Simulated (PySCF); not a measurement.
# PtNCl: structure of the singlet

The task is one start of a wider search on PtNCl: the singlet, from a linear start. It is relaxed, tested by its Hessian and followed downhill if it is a saddle.

Program: PySCF 2.14.0. Level of theory: PBE0, basis Pt def2-TZVP with ECP60, N def2-TZVP, Cl def2-TZVP, scalar-relativistic core potentials, no spin–orbit coupling, density fitting. These are calculated values, not measurements.

### 1 The system as given

3 atoms, charge 0, spin multiplicity 1.

Bond lengths: Pt1–N2 1.720 Å, Pt1–Cl3 2.220 Å. Angles: N2–Pt1–Cl3 180.0°.

```xyz
3
charge 0 multiplicity 1
Pt    0.0000    0.0000   -0.2195
N     0.0000    0.0000   -1.9395
Cl    0.0000    0.0000    2.0005
```

### 2 Relaxation: linear start, singlet

One driver script runs all steps and calls PySCF; scf.py shows how it sets up the SCF of each step. The optimiser is the driver's own. Before each start the driver seeks the lowest SCF state from one or more starting densities and follows internal instabilities, so scf.py alone need not reach the same state.

The program finds C∞v symmetry in the start, which this walk keeps.

The input, scf.py:

```python
from pyscf import gto, scf, dft
mol = gto.M(atom='''
Pt     0.000000    -0.000000    -0.219506
N      0.000000    -0.000000    -1.939506
Cl     0.000000     0.000000     2.000494''',
    basis={'Pt': 'def2-TZVP', 'N': 'def2-TZVP', 'Cl': 'def2-TZVP'},
    ecp={'Pt': 'def2-TZVP'},
    charge=0, spin=0)
mf = dft.RKS(mol, xc='PBE0')
mf.grids.atom_grid = (50, 194)
aux = {'Pt': 'def2-universal-JKFIT', 'N': 'def2-universal-JKFIT', 'Cl': 'def2-universal-JKFIT'}
mf = mf.density_fit(auxbasis=aux)
mf.kernel()
```

The optimiser's trace:

| step | energy (Eh) | change (kJ/mol) | largest symmetric gradient (Eh/bohr) |
| --- | --- | --- | --- |
| 0 | -634.045865 | 0.00 | 0.05444 |
| 1 | -634.048072 | -5.79 | 0.03667 |
| 2 | -634.049054 | -8.37 | 0.00484 |
| 3 | -634.049074 | -8.42 | 0.00038 |
| 4 | -634.049074 | -8.42 | 0.00001 |

The walk took 11 s on 4 threads, shared host.

Geometry (Å) and forces (eV/Å) at some steps:

```
step 0
Pt   0.000   0.000  -0.220   0.000   0.000  -2.138
N    0.000   0.000  -1.940   0.000   0.000   2.800
Cl   0.000   0.000   2.000   0.000   0.000  -0.662
step 1
Pt   0.000   0.000  -0.237   0.000   0.000   1.680
N    0.000   0.000  -1.874   0.000   0.000  -1.886
Cl   0.000   0.000   1.953   0.000   0.000   0.205
step 2
Pt   0.000   0.000  -0.227   0.000   0.000  -0.220
N    0.000   0.000  -1.898   0.000   0.000   0.249
Cl   0.000   0.000   1.967   0.000   0.000  -0.029
step 3
Pt   0.000   0.000  -0.228   0.000   0.000  -0.019
N    0.000   0.000  -1.895   0.000   0.000   0.020
Cl   0.000   0.000   1.965   0.000   0.000  -0.001
step 4
Pt   0.000   0.000  -0.228   0.000   0.000   0.000
N    0.000   0.000  -1.895   0.000   0.000  -0.001
Cl   0.000   0.000   1.965   0.000   0.000   0.000
```

It settles in C∞v symmetry, 8.4 kJ/mol below the start, after 4 steps: Pt–Cl 2.194 Å, Pt–N 1.667 Å; Cl–Pt–N 180.0°.

### 3 Is it a minimum? Harmonic modes

The point is checked on the finer grid, and tightened if its gradient asks for it. The Hessian and the dipole derivatives come from central differences of analytic gradients, with steps of 0.01 bohr.

scf.py: that of step 2 with these lines changed.

```diff
@@ -3,3 +3,3 @@
-Pt     0.000000    -0.000000    -0.219506
-N      0.000000    -0.000000    -1.939506
-Cl     0.000000     0.000000     2.000494''',
+Pt    -0.000000    -0.000000    -0.218771
+N     -0.000000    -0.000000    -1.885528
+Cl     0.000000     0.000000     1.974782''',
@@ -10 +10 @@
-mf.grids.atom_grid = (50, 194)
+mf.grids.atom_grid = (75, 302)
```

The driver hands on the density of the step before, so the log starts near convergence.

SCF at the final geometry:

```text
init E= -634.04910962709
  HOMO = -0.296108862106366  LUMO = -0.170324079148048  gap/eV = 3.42278
cycle= 1 E= -634.049109626998  delta_E= 9.27e-11  |g|= 2.19e-05  |ddm|= 1.46e-05
  HOMO = -0.296108615993511  LUMO = -0.170322547420592  gap/eV = 3.42281
cycle= 2 E= -634.049109625185  delta_E= 1.81e-09  |g|= 9.73e-05  |ddm|= 6.42e-05
  HOMO = -0.296108738325113  LUMO = -0.170323743121043  gap/eV = 3.42278
cycle= 3 E= -634.049109627096  delta_E= -1.91e-09  |g|= 1.19e-06  |ddm|= 5.21e-05
  HOMO = -0.29610882675221  LUMO = -0.170323821250372  gap/eV = 3.42278
cycle= 4 E= -634.049109627095  delta_E= 1.14e-13  |g|= 2.52e-07  |ddm|= 1.16e-06
  HOMO = -0.296108764503485  LUMO = -0.170323756970273  gap/eV = 3.42278
Extra cycle  E= -634.049109627096  delta_E= -9.09e-13  |g|= 4.43e-07  |ddm|= 5.56e-07
converged SCF energy = -634.049109627096
```

The whole step took 26 s.

Geometry: C∞v; Pt–Cl 2.194 Å, Pt–N 1.667 Å; Cl–Pt–N 180.0°.

Harmonic modes (main isotopes):

| symmetry | ω (cm⁻¹) | IR (km/mol) | type |
| --- | --- | --- | --- |
| π | 68 | 0.6 | bend |
| σ+ | 416 | 50.3 | stretch |
| σ+ | 1101 | 12.8 | stretch |

No imaginary mode, so this is a minimum.

Properties at this point:

```yaml
Dipole_moment: 0.21 D
Highest_occupied_level: -8.06 eV
Lowest_empty_level: -4.63 eV
Rotational_constants: 0.08623 cm⁻¹
Zero-point_energy: 9.9 kJ/mol
Principal_polarisabilities: 37.1, 37.1, 85.2 bohr³
Atomisation_energy_without_zero-point_energy: 664 kJ/mol
Principal_traceless_quadrupole_moments_about_the_centre_of_mass: -2.17, 1.09, 1.09 D Å
Entropy_at_298.15_K_and_1_bar: 289.8 J/(mol K)
Heat_capacity_Cp_at_298.15_K: 52.8 J/(mol K)
Enthalpy_at_298.15_K_above_0_K: 13.71 kJ/mol
Rotational_symmetry_number: 1
```

Populations by atom (charges in e):

```
atom  Mulliken  Löwdin  polar tensor  Mayer order to Pt1
 Pt1      0.49    0.20          0.60                   –
  N2     -0.19   -0.21         -0.15                2.58
 Cl3     -0.30    0.02         -0.44                0.97
```

Mulliken populations on Pt1 (outside its core potential): s 3.20, p 6.27, d 8.00, f 0.04.

### 4 Would spin polarisation lower it?

At the lowest minimum the closed shell is tested against spin polarisation, on the (50, 194) grid. It is stable.

### 5 Summary of results

```
                                 quantity                                        value
                                  minimum                                 singlet, C∞v
                                 geometry  Pt–Cl 2.194 Å, Pt–N 1.667 Å; Cl–Pt–N 180.0°
                       wavenumbers (cm⁻¹)                  68 (π), 416 (σ+), 1101 (σ+)
                            dipole moment                                       0.21 D
     highest occupied, lowest empty level                              -8.06, -4.63 eV
               polar-tensor charge of Pt1                                      +0.60 e
                        zero-point energy                                   9.9 kJ/mol
                      entropy at 298.15 K                              289.8 J/(mol K)
atomisation energy (no zero-point energy)                                   664 kJ/mol
```

The molecule stays C∞v, as typed, and the end point is a minimum. The strongest infrared band lies at 416 cm⁻¹ (σ+, stretch). Only this shape and spin were tried, so other structures or states may lie lower. Take wavenumbers under 90 cm⁻¹ as rough. Spin–orbit coupling, left out here, can matter for elements this heavy.

The search up to here took 46 s.
